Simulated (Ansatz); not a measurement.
# C₂H₅BO₂: how energies converge with the basis set

The task here is to estimate one member of a computed series from the others.

Program: Ansatz 0.2.0, Gaussian basis. Level of theory: one geometry, several basis sets. These are calculated values, not measurements.

Plan: PBE0-D4/def2-SVP; ωB97M-V/def2-SVP; PBE0-D4/def2-QZVPP; ωB97M-V/def2-QZVPP; the functionals' def2-TZVPP values are taken from earlier runs.

## The geometry

The geometry comes from an earlier relaxation with PBE0-D4 in a triple-zeta def2 set; it is a stationary point, not always the lowest conformer.

SMILES `BOC(C)=O`, 10 atoms, charge 0, spin multiplicity 1.

Atoms are counted from 1 here; the program's logs count them from 0.

Bond lengths: B1–O2 1.364 Å, B1–H6 1.194 Å, B1–H7 1.192 Å, O2–C3 1.377 Å, C3–C4 1.492 Å, C3–O5 1.191 Å, C4–H8 1.092 Å, C4–H9 1.087 Å, C4–H10 1.092 Å. Angles: O2–B1–H6 115.5°, O2–B1–H7 120.5°, H6–B1–H7 124.0°, B1–O2–C3 122.4°, O2–C3–C4 110.9°, O2–C3–O5 122.5°, C4–C3–O5 126.5°, C3–C4–H8 109.8°, C3–C4–H9 110.0°, C3–C4–H10 109.3°, H8–C4–H9 110.4°, H8–C4–H10 107.0°, H9–C4–H10 110.3°.

The first run:

Input file in.yaml:

```yaml
crystal:
  periodic: [false, false, false]
  atoms:
    - {symbol: B, position_ang: [-0.349507, 1.777249, -0.869223]}
    - {symbol: O, position_ang: [-0.610691, 0.581859, -0.265739]}
    - {symbol: C, position_ang: [0.304136, -0.447596, -0.241682]}
    - {symbol: C, position_ang: [0.087071, -1.325664, 0.944914]}
    - {symbol: O, position_ang: [1.118278, -0.600395, -1.096930]}
    - {symbol: H, position_ang: [-1.268485, 2.536996, -0.921701]}
    - {symbol: H, position_ang: [0.745876, 2.025688, -1.269792]}
    - {symbol: H, position_ang: [0.175915, -0.737817, 1.860903]}
    - {symbol: H, position_ang: [0.809871, -2.137232, 0.943639]}
    - {symbol: H, position_ang: [-0.929363, -1.724087, 0.918410]}
basis:
  gaussian: {orbitals: def2-SVP}
hamiltonian: {xc: pbe0, dispersion: d4}
output: {orbitals: {seedname: orbitals}}
```

On the command line:

```
$ ansatz run in.yaml --threads 4 --pin off --events-out ev --progress --plain --max-ram 10444MiB
```

Among the steps run: PBE0-D4 in def2-SVP; ωB97M-V in def2-SVP; PBE0-D4 in def2-QZVPP; ωB97M-V in def2-QZVPP.

One of the session's tables, all rows but one given; the rest of the session is left out.

It belongs to the step «Density functionals: the series». 

```
functional       basis  HOMO (eV)
   PBE0-D4    def2-SVP      -8.32
   PBE0-D4  def2-TZVPP      -8.39
   PBE0-D4  def2-QZVPP      -8.42
   ωB97M-V    def2-SVP     -10.74
   ωB97M-V  def2-TZVPP          ?
   ωB97M-V  def2-QZVPP     -10.86
```

Q: Estimate the row for ωB97M-V, def2-TZVPP from the others.

**Answer.** HOMO (eV): -10.83. In the column «HOMO (eV)» it lies between ωB97M-V, def2-QZVPP (-10.86) and ωB97M-V, def2-SVP (-10.74).
